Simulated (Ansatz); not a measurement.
# CoPtO2: properties at the relaxed cell

One table from this session's results is given with a row withheld; the runs are named, their logs left out.

Computed with Ansatz 0.2.0 (DFT PBE+U, scalar-relativistic, plane waves, PAW, unless a step's input says otherwise).

### Starting point

Symmetry: R-3m, No. 166, trigonal system. Conventional cell: a = 2.858 Å, b = 2.858 Å, c = 17.900 Å, α = 90.00°, β = 90.00°, γ = 120.00°. Co (site symmetry -3m) has 6 O at 1.92 Å as nearest neighbours. Pt (site symmetry -3m) has 2 O at 2.00 Å as nearest neighbours. O (site symmetry 3m) is surrounded by 3 Co at 1.92 Å and 1 Pt at 2.00 Å.

Structure file:

```xyz
4
Lattice="1.4289 0.8250 5.9666 -1.4289 0.8250 5.9666 0.0000 -1.6499 5.9666" Properties=species:S:1:pos:R:3 pbc="T T T"
Co    0.0000    0.0000    8.9499
Pt    0.0000    0.0000    0.0000
O     0.0000    0.0000   15.8955
O     0.0000    0.0000    2.0043
```

It goes back to an entry of the Materials Project.

This cell was relaxed beforehand with the same method: volume 10.55 Å³/atom, gap on the mesh none (metal).

Set-up of the first run:

input.yaml

```yaml
crystal:
  lattice:
    - [1.4144257765, 0.8166191028, 5.9063452666]
    - [-1.4144257765, 0.8166191028, 5.9063452666]
    - [0.0, -1.6332382057, 5.9063452666]
  atoms:
    - { symbol: Co, position: [0.5, 0.5, 0.5] }
    - { symbol: Pt, position: [0.0, 0.0, 0.0] }
    - { symbol: O, position: [0.8880260229, 0.8880260229, 0.8880260229] }
    - { symbol: O, position: [0.1119739771, 0.1119739771, 0.1119739771] }
basis:
  ecutwfc: 420
kpoints:
  mp_grid: { grid: [18, 18, 18] }
hamiltonian:
  xc: pbe
  hubbard: { sites: [{ species: Co, l: d, u_eff: 3.32 }] }
scf:
  occupations: { method: gaussian, width: 0.1 }
output:
  forces: true
  stress: true
  eigenvalues: true
relax:
  adjacent_minimum: "off"
  f_tol: 0.01
  max_steps: 30
  cell: { stress_tol: 0.1, fix: [volume] }
```

The run is started by

```sh
$ ansatz run input.yaml --threads 1 --pin off --max-ram 2560MiB --backend cpu --events-out ev --progress --plain --runs-dir out
```

Steps of the session up to this table: Volume × 0.97; Volume × 1.03; Volume × 0.94; Volume × 1.06; Volume × 0.91; Volume × 1.10; The cell scaled to 0.88 of its volume.

One table of the session follows, with a row left open; its other results are not shown here.

It belongs to the step «Fit of the equation of state». 

| volume (Å³/atom) | energy above the lowest point (meV/atom) | pressure (GPa) |
| --- | --- | --- |
| 9.284 | 136.6 | 39.19 |
| 9.600 | 72.0 | 26.66 |
| 9.917 | 30.0 | 16.17 |
| 10.233 | 7.1 | 7.39 |
| 10.550 | 0.0 | 0.01 |
| 10.866 | ? | ? |
| 11.183 | 23.7 | -11.33 |
| 11.605 | 61.2 | -16.92 |

**Question.** Estimate the row for volume (Å³/atom) = 10.866.

Worked estimate for «energy above the lowest point (meV/atom)». A straight line through the neighbours (10.550, 0.0) and (11.183, 23.7) gives 0.0 + (23.7 − 0.0) × (10.866 − 10.550) / (11.183 − 10.550) = 11.8; a parabola fitted to 4 rows on both sides gives 6.5.

As computed: energy above the lowest point (meV/atom): 6.3; pressure (GPa): -6.17. In «energy above the lowest point (meV/atom)» the line misses by +5.5 and the parabola by +0.2.

Caveats from the session: The final runs have no spin polarisation, so no magnetic state was tried and one may lie lower. Warnings in the runs' records: filled band counts differ across k points.
